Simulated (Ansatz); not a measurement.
# C₃H₁₀FInSi: how energies converge with the basis set

One table from this session's results is given with a row withheld; the runs are named, their logs left out.

The runs use Ansatz 0.2.0, Gaussian basis; one geometry, several basis sets.

Plan: PBE0-D4/def2-SVP; ωB97M-V/def2-SVP; PBE0-D4/def2-QZVPP; ωB97M-V/def2-QZVPP; the functionals' def2-TZVPP values are taken from earlier runs.

### The relaxed structure

The geometry comes from an earlier relaxation with PBE0-D4 in a triple-zeta def2 set; it is a stationary point, not always the lowest conformer. In takes the def2 core potential; no spin-orbit term is included.

SMILES `CC(F)[SiH2][CH2][InH2]`, 16 atoms, charge 0, spin multiplicity 1.

Atoms are counted from 1 here; the program's logs count them from 0.

Bond lengths: C1–C2 1.505 Å, C1–H7 1.093 Å, C1–H8 1.093 Å, C1–H9 1.093 Å, C2–F3 1.442 Å, C2–Si4 1.914 Å, C2–H10 1.093 Å, Si4–C5 1.845 Å, Si4–H11 1.488 Å, Si4–H12 1.493 Å, C5–In6 2.187 Å, C5–H13 1.092 Å, C5–H14 1.093 Å, In6–H15 1.726 Å, In6–H16 1.723 Å. Angles: C2–C1–H7 111.2°, C2–C1–H8 109.2°, C2–C1–H9 111.6°, H7–C1–H8 108.3°, H7–C1–H9 108.4°, H8–C1–H9 108.0°, C1–C2–F3 107.6°, C1–C2–Si4 115.4°, C1–C2–H10 110.8°, F3–C2–Si4 105.9°, F3–C2–H10 104.2°, Si4–C2–H10 112.1°, C2–Si4–C5 107.4°, C2–Si4–H11 107.1°, C2–Si4–H12 105.8°, C5–Si4–H11 111.2°, C5–Si4–H12 116.4°, H11–Si4–H12 108.5° and more.

Set-up of the first run:

Input file in.yaml:

```yaml
crystal:
  periodic: [false, false, false]
  atoms:
    - {symbol: C, position_ang: [-0.618048, -1.555833, -1.120290]}
    - {symbol: C, position_ang: [-0.605518, -1.126407, 0.321970]}
    - {symbol: F, position_ang: [-1.576695, -0.071046, 0.470728]}
    - {symbol: Si, position_ang: [1.052513, -0.404140, 0.948507]}
    - {symbol: C, position_ang: [1.273763, 1.242905, 0.146034]}
    - {symbol: In, position_ang: [-0.683599, 2.205261, -0.014980]}
    - {symbol: H, position_ang: [-1.620443, -1.855806, -1.434716]}
    - {symbol: H, position_ang: [0.051498, -2.410268, -1.247048]}
    - {symbol: H, position_ang: [-0.274191, -0.756013, -1.781055]}
    - {symbol: H, position_ang: [-0.977205, -1.925617, 0.968615]}
    - {symbol: H, position_ang: [0.941755, -0.270909, 2.426755]}
    - {symbol: H, position_ang: [2.087025, -1.435929, 0.642426]}
    - {symbol: H, position_ang: [1.704876, 1.152657, -0.853348]}
    - {symbol: H, position_ang: [1.931105, 1.870081, 0.753198]}
    - {symbol: H, position_ang: [-1.356920, 2.343415, -1.597981]}
    - {symbol: H, position_ang: [-1.329935, 2.997669, 1.371184]}
basis:
  gaussian: {orbitals: def2-SVP}
hamiltonian: {xc: pbe0, dispersion: d4}
output: {orbitals: {seedname: orbitals}}
```

The run is started by

```
$ ansatz run in.yaml --threads 2 --pin off --events-out ev --progress --plain --max-ram 31744MiB --backend cpu
```

Among the steps run: PBE0-D4 in def2-SVP; ωB97M-V in def2-SVP; PBE0-D4 in def2-QZVPP; ωB97M-V in def2-QZVPP.

One of the session's tables, all rows but one given; the rest of the session is left out.

It belongs to the step «Functionals by basis». 

| functional | basis | HOMO (eV) |
| --- | --- | --- |
| PBE0-D4 | def2-SVP | ? |
| PBE0-D4 | def2-TZVPP | -7.31 |
| PBE0-D4 | def2-QZVPP | -7.31 |
| ωB97M-V | def2-SVP | -9.40 |
| ωB97M-V | def2-TZVPP | -9.45 |
| ωB97M-V | def2-QZVPP | -9.45 |

**Question.** Estimate the row for PBE0-D4, def2-SVP.

The run gave: HOMO (eV): -7.29. In the column «HOMO (eV)» it is the highest.
